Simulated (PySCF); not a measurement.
# Cl²⁺: excitation energies in def2-QZVPPD

Wanted: the excitation energy of chlorine, up a ladder of methods.

Method: unrestricted determinants in a Gaussian basis, no spin-orbit coupling in the energies. Code: PySCF 2.14.0.

## 1. The system

* Element: chlorine (Z = 17)
* Basis: def2-QZVPPD (10s7p5d2f1g, 79 functions)
* Hamiltonian: the non-relativistic Hamiltonian (point nucleus)
* State 1: Cl²⁺: [Ne] 3s1 3p4, high-spin 4P determinant (an excited configuration)
* State 2: Cl²⁺: [Ne] 3s1 3p4, 3s spin antiparallel (an excited configuration)
* State 3: Cl²⁺: [Ne] 3s2 3p2 3d1, one real determinant (an excited configuration)
* Needed too, but not shown: Cl²⁺ [Ne] 3s2 3p3 (4S)
* Methods: CCSD(T)
* Core shells frozen in the correlated runs: valence: [Ne] (for Cl²⁺)

The outer shells:

Cl2+ [Ne] 3s1 3p4
```
[Ne] core
3s [↑ ]
3p [↑↓][↑ ][↑ ]
```

Cl2+ [Ne] 3s2 3p2 3d1
```
[Ne] core
3s [↑↓]
3p [↑ ][↑ ][  ]
3d [↑ ][  ][  ][  ][  ]
```

The runs were made by one driver on top of PySCF. The scripts below sum up each run's settings (the driver also hands on starting orbitals that pick excited configurations, and frozen orbitals as a list rather than a count), and the logs come from the driver's own runs. The driver starts from symmetry-adapted Hartree-Fock orbitals, holds the occupation by maximum overlap and uses a logarithmic radial grid for functionals, so a plain start would take other cycles.

The integrals over 79 functions and the set-up took 0.96 s of CPU time.

## 2. Cl²⁺ [Ne] 3s1 3p4: CCSD(T) (valence)

Level: CCSD(T) (valence).

input.py

```python
from pyscf import gto, scf, dft, mp, cc
import basis_set_exchange as bse
mol = gto.M(atom="Cl 0 0 0", charge=2, spin=3, symmetry="D2h",
            basis=gto.basis.parse(bse.get_basis("def2-QZVPPD", elements=["Cl"], fmt="nwchem")))
mf = scf.UHF(mol)
mf.irrep_nelec = {'Ag': (3, 2), 'B1u': (2, 1), 'B2u': (2, 2), 'B3u': (2, 1)}
mf.kernel()
mycc = cc.CCSD(mf, frozen=5).run()
mycc.ccsd_t()
```

Log:

```text
CC2 = 0
CCSD nocc = (np.int64(4), np.int64(1)), nmo = (74, 74)
frozen orbitals [[0, 1, 2, 3, 4], [0, 1, 2, 3, 4]]
max_cycle = 100
direct = 0
conv_tol = 1e-08
conv_tol_normt = 1e-06
diis_space = 8
diis_start_cycle = 0
Init t2, MP2 energy = -0.105630005510845
Init E_corr(UCCSD) = -0.105630005513366
cycle = 1  E_corr(UCCSD) = -0.126285077970996  dE = -0.0206550725  norm(t1,t2) = 0.0785069
cycle = 2  E_corr(UCCSD) = -0.134208627890123  dE = -0.00792354992  norm(t1,t2) = 0.0465548
cycle = 3  E_corr(UCCSD) = -0.14516924348518  dE = -0.0109606156  norm(t1,t2) = 0.0300182
cycle = 4  E_corr(UCCSD) = -0.144619716252739  dE = 0.000549527232  norm(t1,t2) = 0.00362434
cycle = 5  E_corr(UCCSD) = -0.145125608315345  dE = -0.000505892063  norm(t1,t2) = 0.00137182
cycle = 6  E_corr(UCCSD) = -0.14485700985348  dE = 0.000268598462  norm(t1,t2) = 0.000811846
cycle = 7  E_corr(UCCSD) = -0.144872195761615  dE = -1.51859081e-05  norm(t1,t2) = 0.000319212
cycle = 8  E_corr(UCCSD) = -0.144897301237546  dE = -2.51054759e-05  norm(t1,t2) = 0.0001076
cycle = 9  E_corr(UCCSD) = -0.144889853648261  dE = 7.44758929e-06  norm(t1,t2) = 3.1863e-05
cycle = 10  E_corr(UCCSD) = -0.14489191287267  dE = -2.05922441e-06  norm(t1,t2) = 1.10089e-05
cycle = 11  E_corr(UCCSD) = -0.144891658931699  dE = 2.53940972e-07  norm(t1,t2) = 3.00064e-06
cycle = 12  E_corr(UCCSD) = -0.144891591999713  dE = 6.69319855e-08  norm(t1,t2) = 7.73656e-07
cycle = 13  E_corr(UCCSD) = -0.144891603495433  dE = -1.149572e-08  norm(t1,t2) = 1.61201e-07
cycle = 14  E_corr(UCCSD) = -0.144891603792805  dE = -2.97372349e-10  norm(t1,t2) = 3.68123e-08
UCCSD converged
E(UCCSD) = -457.9006525019084  E_corr = -0.1448916037928055
UCCSD(T) correction = -0.00852944416535333
```

It used 21 s of CPU time after the integrals (shared host).

CCSD correlation -0.14489 hartree, triples -0.00853; total -457.909182. T1 = 0.013, largest double amplitude 0.190.

A double-excitation amplitude exceeds 0.15, a sign of near-degeneracy.

## 3. Cl²⁺ [Ne] 3s1 3p4, s spin flipped, at CCSD(T) (valence)

Level: CCSD(T) (valence).

input.py

```python
from pyscf import gto, scf, dft, mp, cc
import basis_set_exchange as bse
mol = gto.M(atom="Cl 0 0 0", charge=2, spin=1, symmetry="D2h",
            basis=gto.basis.parse(bse.get_basis("def2-QZVPPD", elements=["Cl"], fmt="nwchem")))
mf = scf.UHF(mol)
mf.irrep_nelec = {'Ag': (2, 3), 'B1u': (2, 1), 'B2u': (2, 2), 'B3u': (2, 1)}
mf.kernel()
mycc = cc.CCSD(mf, frozen=5).run()
mycc.ccsd_t()
```

Log:

```text
CC2 = 0
CCSD nocc = (np.int64(3), np.int64(2)), nmo = (74, 74)
frozen orbitals [[0, 1, 2, 3, 4], [0, 1, 2, 3, 4]]
max_cycle = 100
direct = 0
conv_tol = 1e-08
conv_tol_normt = 1e-06
diis_space = 8
diis_start_cycle = 0
Init t2, MP2 energy = -0.186484763628688
Init E_corr(UCCSD) = -0.186484763632433
cycle = 1  E_corr(UCCSD) = -0.239132928209036  dE = -0.0526481646  norm(t1,t2) = 0.209638
cycle = 2  E_corr(UCCSD) = -0.275067810886075  dE = -0.0359348827  norm(t1,t2) = 0.1814
cycle = 3  E_corr(UCCSD) = -0.393114653706549  dE = -0.118046843  norm(t1,t2) = 0.150499
cycle = 4  E_corr(UCCSD) = -0.312038727285897  dE = 0.0810759264  norm(t1,t2) = 0.0820737
cycle = 5  E_corr(UCCSD) = -0.330336731822212  dE = -0.0182980045  norm(t1,t2) = 0.105989
cycle = 6  E_corr(UCCSD) = -0.374306224250444  dE = -0.0439694924  norm(t1,t2) = 0.076378
cycle = 7  E_corr(UCCSD) = -0.369787625096853  dE = 0.00451859915  norm(t1,t2) = 0.0147068
cycle = 8  E_corr(UCCSD) = -0.367359765472301  dE = 0.00242785962  norm(t1,t2) = 0.0036839
cycle = 9  E_corr(UCCSD) = -0.368099073187391  dE = -0.000739307715  norm(t1,t2) = 0.00235681
cycle = 10  E_corr(UCCSD) = -0.36838216770155  dE = -0.000283094514  norm(t1,t2) = 0.000696448
cycle = 11  E_corr(UCCSD) = -0.368345136941508  dE = 3.703076e-05  norm(t1,t2) = 6.85963e-05
cycle = 12  E_corr(UCCSD) = -0.368362304036099  dE = -1.71670946e-05  norm(t1,t2) = 6.49165e-05
cycle = 13  E_corr(UCCSD) = -0.368367811706763  dE = -5.50767066e-06  norm(t1,t2) = 1.61188e-05
cycle = 14  E_corr(UCCSD) = -0.368368611155601  dE = -7.99448838e-07  norm(t1,t2) = 2.13569e-06
cycle = 15  E_corr(UCCSD) = -0.368368699010103  dE = -8.78545022e-08  norm(t1,t2) = 3.03011e-07
cycle = 16  E_corr(UCCSD) = -0.36836870646799  dE = -7.45788709e-09  norm(t1,t2) = 6.8946e-08
UCCSD converged
E(UCCSD) = -457.8589773225524  E_corr = -0.3683687064679901
UCCSD(T) correction = -0.0626945493231835
```

It used 23 s of CPU time after the integrals (shared host).

CCSD correlation -0.36837 hartree, triples -0.06269; total -457.921672. T1 = 0.035, largest double amplitude 0.761.

With the s spin flipped the determinant is a mixture of two multiplicities, not a spectroscopic state. T1 exceeds 0.03, a sign that the reference determinant is poor. A double-excitation amplitude exceeds 0.15, a sign of near-degeneracy.

## 4. Cl²⁺ [Ne] 3s2 3p2 3d1, at CCSD(T) (valence)

Level: CCSD(T) (valence).

input.py

```python
from pyscf import gto, scf, dft, mp, cc
import basis_set_exchange as bse
mol = gto.M(atom="Cl 0 0 0", charge=2, spin=3, symmetry="D2h",
            basis=gto.basis.parse(bse.get_basis("def2-QZVPPD", elements=["Cl"], fmt="nwchem")))
mf = scf.UHF(mol)
mf.irrep_nelec = {'Ag': (4, 3), 'B1u': (1, 1), 'B2u': (2, 1), 'B3u': (2, 1)}
mf.kernel()
mycc = cc.CCSD(mf, frozen=5).run()
mycc.ccsd_t()
```

Log:

```text
CC2 = 0
CCSD nocc = (np.int64(4), np.int64(1)), nmo = (74, 74)
frozen orbitals [[0, 1, 2, 3, 4], [0, 1, 2, 3, 4]]
max_cycle = 100
direct = 0
conv_tol = 1e-08
conv_tol_normt = 1e-06
diis_space = 8
diis_start_cycle = 0
Init t2, MP2 energy = -0.124517651384218
Init E_corr(UCCSD) = -0.124517651389946
cycle = 1  E_corr(UCCSD) = -0.153593423857394  dE = -0.0290757725  norm(t1,t2) = 0.171949
cycle = 2  E_corr(UCCSD) = -0.172171492763896  dE = -0.0185780689  norm(t1,t2) = 0.188202
cycle = 3  E_corr(UCCSD) = -0.111842606106979  dE = 0.0603288867  norm(t1,t2) = 0.216263
cycle = 4  E_corr(UCCSD) = -0.146510392299113  dE = -0.0346677862  norm(t1,t2) = 0.0717043
cycle = 5  E_corr(UCCSD) = -0.143451565185736  dE = 0.00305882711  norm(t1,t2) = 0.106387
cycle = 6  E_corr(UCCSD) = -0.143922830715616  dE = -0.00047126553  norm(t1,t2) = 0.0696956
cycle = 7  E_corr(UCCSD) = -0.142651041061728  dE = 0.00127178965  norm(t1,t2) = 0.0113882
cycle = 8  E_corr(UCCSD) = -0.143615989135909  dE = -0.000964948074  norm(t1,t2) = 0.0105628
cycle = 9  E_corr(UCCSD) = -0.14241791184832  dE = 0.00119807729  norm(t1,t2) = 0.00416333
cycle = 10  E_corr(UCCSD) = -0.143244016181974  dE = -0.000826104334  norm(t1,t2) = 0.00204265
cycle = 11  E_corr(UCCSD) = -0.143001227992804  dE = 0.000242788189  norm(t1,t2) = 0.000752833
cycle = 12  E_corr(UCCSD) = -0.142992754404888  dE = 8.47358792e-06  norm(t1,t2) = 9.93681e-05
cycle = 13  E_corr(UCCSD) = -0.142996480740581  dE = -3.72633569e-06  norm(t1,t2) = 2.32188e-05
cycle = 14  E_corr(UCCSD) = -0.142996936463871  dE = -4.5572329e-07  norm(t1,t2) = 4.77908e-06
cycle = 15  E_corr(UCCSD) = -0.142997020860482  dE = -8.43966107e-08  norm(t1,t2) = 1.18349e-06
cycle = 16  E_corr(UCCSD) = -0.142997041430927  dE = -2.05704457e-08  norm(t1,t2) = 2.65422e-07
cycle = 17  E_corr(UCCSD) = -0.142997045807193  dE = -4.37626604e-09  norm(t1,t2) = 6.76016e-08
UCCSD converged
E(UCCSD) = -457.6538726403188  E_corr = -0.1429970458071932
UCCSD(T) correction = -0.020845234035463
```

CPU time 24 s on a shared host, the integrals not counted.

CCSD correlation -0.14300 hartree, triples -0.02085; total -457.674718. T1 = 0.023, largest double amplitude 0.388.

The real determinant used has ⟨L²⟩ near 8 against 12 for a pure F term, so it mixes terms. A double-excitation amplitude exceeds 0.15, a sign of near-degeneracy.

## 5. Differences of total energies

Excitation energy: Cl²⁺ [Ne] 3s2 3p3 (4S) → Cl²⁺ [Ne] 3s1 3p4 (4P).

```
           method  value (eV)  less CCSD(T) (valence) (eV)
              UHF      12.823                       +0.730
    MP2 (valence)      12.767                       +0.674
SCS-MP2 (valence)      12.758                       +0.666
   CCSD (valence)      12.216                       +0.123
CCSD(T) (valence)      12.093                       +0.000
```

A first-order spin-orbit estimate (lowest level to lowest level, LS coupling) adds -0.046 eV. The coupled-cluster amplitudes are large for Cl2+, so a single reference is strained.

Excitation energy: Cl²⁺ [Ne] 3s2 3p3 (4S) → Cl²⁺ [Ne] 3s1 3p4, s spin flipped.

```
           method  value (eV)
              UHF      20.038
    MP2 (valence)      17.782
SCS-MP2 (valence)      17.347
```

The upper determinant mixes two multiplicities, so it lies between the two terms. The coupled-cluster amplitudes are large for Cl2+, so a single reference is strained.

Excitation energy: Cl²⁺ [Ne] 3s2 3p3 (4S) → Cl²⁺ [Ne] 3s2 3p2 3d1 (high-spin determinant).

```
           method  value (eV)  less CCSD(T) (valence) (eV)
              UHF      19.486                       +1.014
    MP2 (valence)      18.917                       +0.444
SCS-MP2 (valence)      18.877                       +0.404
   CCSD (valence)      18.931                       +0.458
CCSD(T) (valence)      18.473                       +0.000
```

A first-order spin-orbit estimate (lowest level to lowest level, LS coupling) adds -0.064 eV. The coupled-cluster amplitudes are large for Cl2+, so a single reference is strained.

The differences also use runs on Cl²⁺ [Ne] 3s2 3p3 (4S), which are not shown here. The runs at UHF, MP2 (valence) are not shown; their differences are listed all the same.

## 6. Results

| quantity | value |
| --- | --- |
| excitation energy, Cl²⁺ → [Ne] 3s1 3p4 | UHF 12.823, CCSD(T) (valence) 12.093 eV |
| excitation energy, Cl²⁺ → [Ne] 3s1 3p4, s spin flipped | UHF 20.038, MP2 (valence) 17.782 eV |
| excitation energy, Cl²⁺ → [Ne] 3s2 3p2 3d1 | UHF 19.486, CCSD(T) (valence) 18.473 eV |

Accuracy by level (over 2 differences):

```
           method  mean absolute miss against CCSD(T) (valence) (eV)
              UHF                                              0.872
    MP2 (valence)                                              0.559
SCS-MP2 (valence)                                              0.535
   CCSD (valence)                                              0.290
CCSD(T) (valence)                                              0.000
```

What this shows: The coupled-cluster values of one difference were set aside by the checks on these runs and are not quoted; the lower level shown rests on the same reference and is no safer. For the first difference the methods span 0.730 eV, from CCSD(T) (valence) (12.093) to UHF (12.823). No reference value is at hand in this session. All values hold for this basis alone; no basis-set limit was taken.
